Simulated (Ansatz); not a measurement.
Born–Oppenheimer molecular dynamics of a periodic cell of 36 atoms, Be (start crystal Be, start structure hcp, volume 1.15 times the crystal's). It goes on from the last frame of an earlier run, with new velocities.

Method: DFT r2SCAN, scalar-relativistic, plane waves, PAW (Ansatz). Settings: accuracy low, cutoff 500 eV, k mesh 2x2x2, fermi-dirac smearing 0.3 eV, no spin polarisation.

```
ensemble             : NVT, Langevin thermostat
time step            : 1.12 fs
steps asked          : 140
set temperature      : 2800 K
friction             : 0.02 /fs
temperature schedule : 105 steps to 300 K, then 35 steps to 300 K
seed                 : 568759
```

Frames 1.12 fs apart, positions in Å, forces in eV/Å.

Velocities at 123.2 fs (Å/ps):

```
Be -8.74 18.42 2.79
Be -23.02 -15.09 -9.60
Be 0.93 13.18 -2.74
Be 6.23 -2.62 17.60
Be 5.40 9.06 -7.26
Be -20.66 -8.81 -11.62
Be 1.09 -2.99 -10.57
Be -3.45 9.33 -3.27
Be 7.53 15.24 -4.48
Be 5.44 16.05 2.68
Be -2.44 -1.32 -14.47
Be 12.37 3.34 1.07
Be 10.31 8.82 4.06
Be 1.09 -9.19 6.13
Be -2.08 -26.34 -0.23
Be -5.26 7.27 15.41
Be 2.08 -6.82 2.25
Be -7.25 -2.73 -0.06
Be 13.06 5.79 -13.97
Be 11.04 7.75 6.56
Be 3.44 -8.22 -13.72
Be 1.83 -9.12 13.93
Be -0.95 4.67 4.06
Be -2.43 -5.89 13.62
Be 5.28 -15.90 -6.92
Be 0.82 3.32 10.96
Be 13.64 -5.81 -9.14
Be 12.16 -1.56 -6.25
Be -13.47 -2.64 -6.91
Be -2.48 2.00 -20.22
Be -10.77 -0.12 -1.45
Be 9.32 -14.18 10.16
Be 2.97 -17.25 -0.15
Be 4.72 -0.63 5.27
Be -0.59 -4.37 -14.20
Be 10.91 -19.68 -5.06
```

```xyz
36
Lattice="7.1976 0.0000 0.0000 -3.5988 6.2333 0.0000 0.0000 0.0000 7.5191" Properties=species:S:1:pos:R:3:forces:R:3 time_fs=123.2 energy_less_start_eV=-7.133 T=999
Be -0.066 0.348 0.250 0.71 0.41 0.11
Be -0.032 1.455 2.005 -0.60 -0.30 -0.11
Be 0.419 -0.787 4.766 1.37 1.28 0.27
Be -0.245 1.286 5.760 -1.04 0.31 -0.26
Be -2.659 2.773 0.022 -0.49 2.43 -0.32
Be -1.105 4.063 2.051 0.14 0.14 -0.46
Be -0.796 2.598 3.639 0.14 -0.80 0.05
Be -1.282 3.353 5.454 -0.11 0.71 0.36
Be -0.988 4.060 -0.198 0.38 0.73 0.39
Be -2.851 5.406 2.393 -0.68 0.65 0.10
Be -2.736 3.580 3.659 2.67 0.29 0.10
Be -2.833 4.856 6.866 0.41 0.30 1.14
Be 2.525 -0.222 0.386 0.14 -0.65 0.64
Be 2.942 1.657 1.220 -0.04 -0.06 0.79
Be 2.286 0.079 3.653 0.73 -0.25 0.38
Be 1.463 0.505 6.453 -0.01 0.50 -1.64
Be 0.380 2.550 0.175 0.56 -0.83 -0.33
Be 1.098 3.502 2.228 0.19 0.08 0.01
Be 0.951 1.527 3.936 0.31 -0.20 0.49
Be 1.303 3.397 5.671 -0.95 0.15 0.10
Be 0.824 4.933 0.247 -0.64 -0.70 0.64
Be 0.499 5.986 2.665 0.37 0.28 -1.44
Be -0.114 4.642 3.963 0.00 -1.78 0.60
Be 0.033 5.663 5.859 -1.11 0.05 0.52
Be 5.009 1.033 0.386 0.55 -3.06 -0.05
Be 4.756 1.808 2.429 1.03 0.30 -0.46
Be 6.306 0.342 3.685 -0.77 0.74 -0.23
Be 4.693 1.408 5.503 0.89 0.26 -0.64
Be 3.123 1.570 -0.751 0.03 0.18 -0.73
Be 3.308 3.415 2.036 0.61 1.33 -0.86
Be 3.116 2.090 3.553 -1.75 -0.41 0.69
Be 3.702 3.631 5.523 -1.42 -2.12 0.87
Be 2.525 3.709 -0.026 0.43 -0.78 0.63
Be 2.433 5.491 1.545 -0.69 -0.27 0.50
Be 2.671 4.302 3.847 -1.97 0.63 -0.81
Be 2.241 5.484 6.343 0.63 0.46 -1.02
36
Lattice="7.1976 0.0000 0.0000 -3.5988 6.2333 0.0000 0.0000 0.0000 7.5191" Properties=species:S:1:pos:R:3:forces:R:3 time_fs=124.3 energy_less_start_eV=-7.325 T=1026
Be -0.076 0.368 0.253 0.72 0.17 0.00
Be -0.058 1.438 1.995 -0.57 -0.16 -0.01
Be 0.419 -0.772 4.763 1.35 0.95 0.35
Be -0.239 1.283 5.779 -1.10 0.36 -0.45
Be -2.652 2.785 0.015 -0.42 2.04 -0.26
Be -1.128 4.053 2.037 0.19 0.12 -0.40
Be -0.794 2.594 3.627 0.14 -0.73 0.14
Be -1.285 3.362 5.451 -0.05 0.66 0.32
Be -0.979 4.076 -0.202 0.37 0.59 0.37
Be -2.846 5.424 2.397 -0.76 0.55 0.07
Be -2.737 3.578 3.642 2.62 0.34 0.26
Be -2.819 4.861 6.867 0.26 0.30 1.12
Be 2.537 -0.212 0.390 0.15 -0.77 0.58
Be 2.943 1.646 1.228 0.00 0.00 0.73
Be 2.285 0.049 3.653 0.69 0.03 0.42
Be 1.456 0.512 6.470 0.02 0.45 -1.60
Be 0.382 2.542 0.177 0.51 -0.75 -0.35
Be 1.091 3.499 2.229 0.17 0.06 0.01
Be 0.966 1.534 3.920 0.21 -0.27 0.49
Be 1.314 3.406 5.679 -0.99 0.11 0.08
Be 0.827 4.923 0.233 -0.49 -0.69 0.74
Be 0.502 5.975 2.680 0.43 0.39 -1.50
Be -0.116 4.645 3.967 0.03 -1.97 0.62
Be 0.029 5.658 5.875 -1.10 0.10 0.42
Be 5.016 1.013 0.379 0.38 -2.73 -0.07
Be 4.758 1.814 2.441 0.99 0.17 -0.57
Be 6.321 0.336 3.675 -0.84 0.81 -0.19
Be 4.706 1.407 5.495 0.76 0.24 -0.59
Be 3.108 1.567 -0.758 0.31 0.33 -0.67
Be 3.305 3.418 2.013 0.66 1.28 -0.67
Be 3.103 2.089 3.552 -1.62 -0.38 0.61
Be 3.712 3.613 5.535 -1.44 -1.87 0.62
Be 2.528 3.688 -0.026 0.41 -0.68 0.60
Be 2.438 5.491 1.551 -0.72 -0.29 0.41
Be 2.668 4.298 3.831 -1.89 0.69 -0.63
Be 2.253 5.462 6.336 0.62 0.54 -0.98
36
Lattice="7.1976 0.0000 0.0000 -3.5988 6.2333 0.0000 0.0000 0.0000 7.5191" Properties=species:S:1:pos:R:3:forces:R:3 time_fs=125.4 energy_less_start_eV=-7.497 T=1030
Be -0.086 0.384 0.257 0.74 -0.05 -0.10
Be -0.083 1.422 1.986 -0.53 -0.01 0.08
Be 0.420 -0.757 4.760 1.32 0.64 0.42
Be -0.235 1.280 5.799 -1.16 0.40 -0.64
Be -2.647 2.800 0.009 -0.33 1.60 -0.18
Be -1.151 4.044 2.023 0.23 0.10 -0.36
Be -0.795 2.589 3.615 0.15 -0.66 0.23
Be -1.287 3.371 5.447 0.00 0.62 0.28
Be -0.970 4.092 -0.205 0.35 0.45 0.34
Be -2.842 5.442 2.401 -0.82 0.46 0.04
Be -2.735 3.578 3.625 2.49 0.40 0.43
Be -2.805 4.866 6.868 0.13 0.27 1.09
Be 2.548 -0.201 0.396 0.16 -0.90 0.50
Be 2.946 1.635 1.237 0.04 0.08 0.67
Be 2.286 0.018 3.654 0.62 0.32 0.44
Be 1.449 0.520 6.486 0.06 0.40 -1.54
Be 0.385 2.533 0.179 0.47 -0.66 -0.37
Be 1.085 3.496 2.228 0.15 0.03 0.01
Be 0.979 1.542 3.905 0.11 -0.36 0.48
Be 1.325 3.414 5.689 -1.02 0.06 0.05
Be 0.829 4.913 0.221 -0.32 -0.67 0.83
Be 0.506 5.965 2.692 0.49 0.50 -1.55
Be -0.118 4.646 3.971 0.09 -2.14 0.64
Be 0.025 5.653 5.890 -1.08 0.13 0.32
Be 5.024 0.990 0.372 0.18 -2.37 -0.09
Be 4.760 1.822 2.452 0.94 0.04 -0.66
Be 6.335 0.331 3.664 -0.91 0.88 -0.14
Be 4.721 1.407 5.486 0.63 0.23 -0.54
Be 3.094 1.565 -0.765 0.57 0.46 -0.61
Be 3.302 3.422 1.990 0.71 1.20 -0.49
Be 3.089 2.089 3.551 -1.45 -0.33 0.53
Be 3.719 3.593 5.550 -1.45 -1.60 0.37
Be 2.531 3.666 -0.026 0.37 -0.56 0.56
Be 2.443 5.490 1.558 -0.76 -0.30 0.34
Be 2.663 4.293 3.813 -1.78 0.74 -0.45
Be 2.266 5.440 6.329 0.60 0.61 -0.93
36
Lattice="7.1976 0.0000 0.0000 -3.5988 6.2333 0.0000 0.0000 0.0000 7.5191" Properties=species:S:1:pos:R:3:forces:R:3 time_fs=126.6 energy_less_start_eV=-7.640 T=1031
Be -0.094 0.396 0.260 0.77 -0.25 -0.20
Be -0.110 1.406 1.977 -0.49 0.14 0.17
Be 0.422 -0.743 4.757 1.30 0.36 0.49
Be -0.235 1.277 5.819 -1.19 0.44 -0.81
Be -2.641 2.818 0.004 -0.24 1.14 -0.09
Be -1.171 4.036 2.008 0.26 0.08 -0.32
Be -0.798 2.584 3.605 0.18 -0.60 0.30
Be -1.290 3.381 5.444 0.03 0.57 0.26
Be -0.962 4.106 -0.208 0.34 0.30 0.32
Be -2.838 5.462 2.407 -0.89 0.36 -0.01
Be -2.728 3.578 3.609 2.31 0.46 0.58
Be -2.790 4.870 6.869 0.00 0.25 1.03
Be 2.557 -0.191 0.403 0.16 -1.02 0.41
Be 2.948 1.623 1.248 0.08 0.17 0.61
Be 2.287 -0.011 3.654 0.56 0.58 0.47
Be 1.443 0.529 6.498 0.08 0.34 -1.46
Be 0.389 2.523 0.181 0.42 -0.57 -0.39
Be 1.079 3.492 2.227 0.14 0.01 0.01
Be 0.991 1.549 3.890 -0.01 -0.44 0.48
Be 1.335 3.423 5.698 -1.05 0.01 0.03
Be 0.829 4.902 0.211 -0.14 -0.66 0.91
Be 0.511 5.955 2.702 0.53 0.59 -1.58
Be -0.120 4.644 3.976 0.17 -2.28 0.65
Be 0.020 5.649 5.907 -1.06 0.17 0.20
Be 5.031 0.964 0.367 -0.01 -1.99 -0.11
Be 4.763 1.832 2.462 0.86 -0.10 -0.75
Be 6.349 0.328 3.654 -1.00 0.92 -0.10
Be 4.737 1.405 5.474 0.50 0.22 -0.48
Be 3.081 1.563 -0.774 0.82 0.58 -0.53
Be 3.299 3.429 1.967 0.77 1.10 -0.28
Be 3.072 2.088 3.551 -1.22 -0.25 0.45
Be 3.723 3.569 5.565 -1.44 -1.33 0.12
Be 2.535 3.644 -0.025 0.32 -0.44 0.50
Be 2.447 5.489 1.564 -0.78 -0.32 0.27
Be 2.658 4.289 3.795 -1.66 0.79 -0.28
Be 2.279 5.420 6.322 0.57 0.68 -0.87
36
Lattice="7.1976 0.0000 0.0000 -3.5988 6.2333 0.0000 0.0000 0.0000 7.5191" Properties=species:S:1:pos:R:3:forces:R:3 time_fs=127.7 energy_less_start_eV=-7.739 T=1021
Be -0.101 0.408 0.264 0.81 -0.46 -0.30
Be -0.136 1.391 1.969 -0.44 0.28 0.26
Be 0.424 -0.730 4.754 1.26 0.11 0.55
Be -0.238 1.275 5.836 -1.20 0.46 -0.95
Be -2.637 2.837 -0.001 -0.13 0.69 0.01
Be -1.190 4.029 1.992 0.29 0.05 -0.28
Be -0.801 2.578 3.597 0.22 -0.54 0.36
Be -1.294 3.390 5.441 0.05 0.53 0.25
Be -0.955 4.121 -0.210 0.33 0.14 0.29
Be -2.833 5.482 2.412 -0.96 0.27 -0.07
Be -2.719 3.579 3.594 2.09 0.53 0.73
Be -2.777 4.875 6.870 -0.12 0.23 0.95
Be 2.566 -0.182 0.411 0.15 -1.14 0.30
Be 2.950 1.610 1.259 0.12 0.28 0.57
Be 2.288 -0.040 3.654 0.51 0.81 0.49
Be 1.437 0.538 6.507 0.09 0.27 -1.38
Be 0.394 2.513 0.185 0.39 -0.48 -0.40
Be 1.073 3.487 2.228 0.14 -0.01 0.01
Be 1.004 1.554 3.874 -0.15 -0.53 0.47
Be 1.343 3.429 5.708 -1.08 -0.05 0.01
Be 0.829 4.890 0.202 0.04 -0.65 1.00
Be 0.516 5.945 2.710 0.56 0.65 -1.58
Be -0.124 4.639 3.982 0.25 -2.38 0.65
Be 0.015 5.646 5.925 -1.04 0.20 0.08
Be 5.038 0.936 0.361 -0.20 -1.63 -0.14
Be 4.768 1.841 2.470 0.75 -0.23 -0.82
Be 6.363 0.326 3.647 -1.08 0.95 -0.05
Be 4.753 1.402 5.462 0.37 0.22 -0.44
Be 3.070 1.563 -0.784 1.04 0.67 -0.45
Be 3.295 3.437 1.943 0.83 0.98 -0.06
Be 3.054 2.087 3.551 -0.94 -0.16 0.35
Be 3.724 3.544 5.582 -1.43 -1.06 -0.13
Be 2.539 3.622 -0.024 0.25 -0.31 0.43
Be 2.450 5.487 1.571 -0.79 -0.32 0.20
Be 2.649 4.285 3.777 -1.51 0.84 -0.12
Be 2.292 5.400 6.315 0.54 0.75 -0.80
36
Lattice="7.1976 0.0000 0.0000 -3.5988 6.2333 0.0000 0.0000 0.0000 7.5191" Properties=species:S:1:pos:R:3:forces:R:3 time_fs=128.8 energy_less_start_eV=-7.794 T=1031
Be -0.107 0.419 0.268 0.85 -0.65 -0.41
Be -0.161 1.377 1.962 -0.39 0.43 0.36
Be 0.430 -0.720 4.751 1.22 -0.10 0.60
Be -0.242 1.274 5.851 -1.19 0.47 -1.07
Be -2.634 2.857 -0.005 -0.01 0.28 0.11
Be -1.208 4.022 1.974 0.32 0.02 -0.24
Be -0.802 2.570 3.592 0.24 -0.46 0.41
Be -1.298 3.402 5.439 0.06 0.49 0.24
Be -0.948 4.138 -0.212 0.29 -0.04 0.26
Be -2.827 5.502 2.414 -1.02 0.18 -0.12
Be -2.709 3.579 3.578 1.84 0.60 0.87
Be -2.763 4.879 6.871 -0.23 0.21 0.87
Be 2.575 -0.173 0.420 0.13 -1.23 0.19
Be 2.952 1.598 1.270 0.15 0.40 0.54
Be 2.291 -0.066 3.653 0.47 1.00 0.50
Be 1.433 0.547 6.515 0.10 0.20 -1.30
Be 0.398 2.504 0.188 0.35 -0.38 -0.40
Be 1.067 3.481 2.229 0.15 -0.02 0.01
Be 1.018 1.559 3.860 -0.32 -0.61 0.46
Be 1.350 3.435 5.718 -1.10 -0.10 -0.02
Be 0.830 4.878 0.193 0.21 -0.64 1.09
Be 0.521 5.935 2.717 0.58 0.68 -1.56
Be -0.129 4.631 3.987 0.35 -2.42 0.63
Be 0.008 5.645 5.944 -1.00 0.23 -0.06
Be 5.045 0.907 0.356 -0.38 -1.30 -0.16
Be 4.775 1.849 2.476 0.61 -0.35 -0.88
Be 6.376 0.326 3.640 -1.15 0.96 0.00
Be 4.768 1.397 5.448 0.25 0.22 -0.40
Be 3.060 1.564 -0.793 1.23 0.73 -0.37
Be 3.293 3.446 1.920 0.89 0.84 0.17
Be 3.035 2.084 3.552 -0.62 -0.05 0.25
Be 3.724 3.516 5.600 -1.40 -0.80 -0.36
Be 2.544 3.599 -0.023 0.16 -0.19 0.35
Be 2.453 5.484 1.579 -0.79 -0.31 0.13
Be 2.639 4.283 3.759 -1.35 0.87 0.02
Be 2.304 5.380 6.310 0.51 0.83 -0.75
```

Of the whole run (157 fs, mean temperature of the second half 1182 K): The schedule's set-point averaged 511 K over the second half and the system 1182 K, so it lags behind the ramp. A run of 0.16 ps of so small a system gives no equilibrium averages. Limits of this set-up: coarse k mesh, low accuracy level.

Time of the run: 14 min on 2 CPU threads of a shared host.
